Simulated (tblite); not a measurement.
# C5H12N2O2Si: the cost of one run

Programs: tblite 0.8.0 and PySCF 2.14.0, with density-fitted response routines of our own. Each step states its level of theory. These are calculated values for one molecule in the gas phase, unless marked as measured. Atoms are numbered from 0 throughout.

## 1. The molecule as given

22 atoms, charge 0, multiplicity 1; geometry from: force field or distance geometry start.

Bonds of the start (Å): C0–O1 1.40, O1–Si2 1.67, Si2–N3 1.81, N3–C4 1.44, N3–C5 1.45, C5–C6 1.52, C6–N7 1.46, N7–C8 1.41, C8–O9 1.24, N7–Si2 1.82, C0–H10 1.12, C0–H11 1.12, C0–H12 1.09, Si2–H13 1.46, C4–H14 1.11, C4–H15 1.10, C4–H16 1.12, C5–H17 1.12, C5–H18 1.10, C6–H19 1.10, C6–H20 1.11, C8–H21 1.10.

## 2. Optimising the geometry with GFN2-xTB

The job: settings as JSON, then the geometry in Å.

```
{"job": {"kind": "relax", "xc": "GFN2-xTB", "basis": "xTB"}, "charge": 0, "multiplicity": 1}
C      3.097400     0.456100     0.583400
O      1.813300     0.339200     1.138900
Si     0.728000    -0.179200    -0.023600
N     -0.471600    -1.304700     0.729000
C     -0.981700    -2.286200    -0.189100
C     -1.545700    -0.359500     0.981700
C     -1.778100     0.401500    -0.309600
N     -0.497400     1.094500    -0.462300
C     -0.253100     2.427000    -0.868100
O      0.889100     2.900100    -0.962700
H      3.001200     1.264300    -0.182400
H      3.407400    -0.482800     0.068000
H      3.861700     0.713200     1.321800
H      1.304100    -0.729700    -1.242900
H     -2.066200    -2.131500    -0.392300
H     -0.419500    -2.301500    -1.139100
H     -0.916900    -3.275100     0.332100
H     -1.141200     0.370200     1.727700
H     -2.460900    -0.842000     1.364800
H     -1.868500    -0.267200    -1.178700
H     -2.627600     1.109900    -0.189700
H     -1.084100     3.102900    -1.107900
```

Started as:

```sh
> OMP_NUM_THREADS=1 python probes_run.py task.json out
```

One launch serves the whole session: the jobs run in the order shown.

Q: Estimate the wall time of this first job on 1 thread of Arm Neoverse V1, shared host.

About 1.6 s.
